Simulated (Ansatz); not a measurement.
# MoH3: the cost of one run

Program: Ansatz 0.2.0. Level of theory: DFT PBE, scalar-relativistic, plane waves, PAW, unless a step names another level. These are calculated values, not measurements.

3 further runs of the same task are left out: 3 set aside as unsound or not needed. Runs told in other sessions of the task aren't counted.

### 1 The system as given

The structure is triclinic, space group P1 (No. 1). Conventional cell: a = 2.984 Å, b = 4.365 Å, c = 4.689 Å, α = 115.18°, β = 95.48°, γ = 90.61°. Around H (site symmetry 1) lie 3 Mo at 1.86 to 2.00 Å. Around H (site symmetry 1) lie 2 H at 1.77 to 1.99 Å and 3 Mo at 1.84 to 1.89 Å. H (site symmetry 1) is surrounded by 3 H at 1.66 to 1.94 Å and 3 Mo at 1.89 to 2.00 Å. Around H (site symmetry 1) lie 2 H at 1.66 to 1.77 Å and 2 Mo at 1.83 to 1.86 Å. H (site symmetry 1) has 3 Mo at 1.88 to 2.01 Å and 1 H at 1.91 Å in its first shell of neighbours. Around H (site symmetry 1) lie 2 Mo at 1.81 to 1.92 Å. Mo (site symmetry 1) has 8 H at 1.83 to 2.01 Å in its first shell of neighbours. Mo (site symmetry 1) has 8 H at 1.81 to 2.00 Å in its first shell of neighbours.

As a file:

```
H Mo
1.0
     2.98358    0.00200   -0.00403
    -0.04966    4.36508   -0.00618
    -0.44086   -1.99433    4.22110
H Mo
6 2
Cartesian
  0.2502 1.4982 0.3288
  0.1334 3.3878 1.2800
  1.9473 1.3989 2.9281
  0.7475 1.3832 4.0773
  1.7969 -1.0667 2.9200
  1.5633 0.4580 1.2715
  0.3859 0.1651 2.7618
  1.6560 2.2654 1.2780
```

It came out lowest among 39 distinct ends of the trial cells. At a tolerance of 0.05 Å it has space group P1 (No. 1).

### 2 Relaxing to 0.001 eV/Å, on the response runs' mesh and smearing

File input.yaml:

```yaml
crystal:
  lattice:
    - [2.983582618, 0.0019994709, -0.0040312689]
    - [-0.0496579069, 4.3650815413, -0.0061827223]
    - [-0.4408594364, -1.994327211, 4.2211002653]
  atoms:
    - { symbol: H, position: [0.1017889032, 0.3790631206, 0.0785390139] }
    - { symbol: H, position: [0.1049552523, 0.9152675027, 0.3046723316] }
    - { symbol: H, position: [0.7660246416, 0.6378121153, 0.6953551242] }
    - { symbol: H, position: [0.4061257087, 0.7587018462, 0.967432643] }
    - { symbol: H, position: [0.7057801917, 0.0717269676, 0.692548646] }
    - { symbol: H, position: [0.5726542901, 0.2426999015, 0.3021375581] }
    - { symbol: Mo, position: [0.2317340926, 0.336985418, 0.6550002218] }
    - { symbol: Mo, position: [0.6109369196, 0.6577431276, 0.3043144616] }
basis:
  ecutwfc: 420
kpoints:
  mp_grid: { grid: [10, 8, 8] }
hamiltonian:
  xc: pbe
scf:
  occupations: { method: gaussian, width: 0.1 }
output:
  forces: true
  stress: true
  eigenvalues: true
relax:
  adjacent_minimum: "off"
  f_tol: 0.001
  max_steps: 60
  cell: { stress_tol: 0.01 }
```

Run with:

```
$ ansatz run input.yaml --threads 3 --pin off --max-ram 7680MiB --backend cpu --events-out ev --progress --plain --runs-dir out
```

Q: Estimate wall time and peak memory on 3 threads of Arm Neoverse V2, shared host.

About 3 min, with a peak of 0.71 GiB.
